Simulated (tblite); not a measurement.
# C2H12OSSi3: the cost of one run

The runs use tblite 0.8.0 and PySCF 2.14.0, with density-fitted response routines of our own; the level of theory stands in each step. All values are computed, except where a source is named. Atoms are numbered from 0 throughout.

**1. Starting geometry**

19 atoms, charge 0, multiplicity 1; geometry from: force field or distance geometry start.

Bonds of the start (Å): C0–O1 1.42, O1–Si2 1.73, Si2–Si3 2.26, Si3–C4 1.84, Si3–S5 2.13, S5–Si6 2.12, C0–H7 1.12, C0–H8 1.10, C0–H9 1.09, Si2–H10 1.47, Si2–H11 1.46, Si3–H12 1.47, C4–H13 1.12, C4–H14 1.10, C4–H15 1.10, Si6–H16 1.46, Si6–H17 1.48, Si6–H18 1.49.

**2. Relaxing the molecule with GFN2-xTB**

The job: settings as JSON, then the geometry in Å.

```
{"job": {"kind": "relax", "xc": "GFN2-xTB", "basis": "xTB"}, "charge": 0, "multiplicity": 1}
C      3.345600    -1.096900    -0.088600
O      2.109800    -0.472900    -0.381400
Si     1.520900     0.348700     1.022200
Si    -0.662200     0.716900     0.573000
C     -0.687500     1.705300    -0.982600
S     -1.569300    -1.204900     0.395700
Si    -3.574700    -1.155900    -0.303600
H      3.976400    -0.304200     0.378900
H      3.214800    -1.972500     0.571900
H      3.766700    -1.388900    -1.052600
H      2.228300     1.630400     1.181200
H      1.582000    -0.498100     2.206700
H     -1.216200     1.502800     1.691200
H      0.137600     2.462100    -0.879900
H     -0.428200     1.125800    -1.882900
H     -1.627200     2.263000    -1.134600
H     -4.140100     0.185500    -0.387500
H     -3.597300    -1.886100    -1.589400
H     -4.389000    -1.950800     0.654800
```

On the command line:

```sh
$ OMP_NUM_THREADS=1 python probes_run.py task.json out
```

This one command runs all jobs of the session in turn.

Q: Estimate the wall time and peak memory of this first job on 1 thread of Arm Neoverse V1, shared host.

About 3.1 s, with a peak of 0.18 GiB.
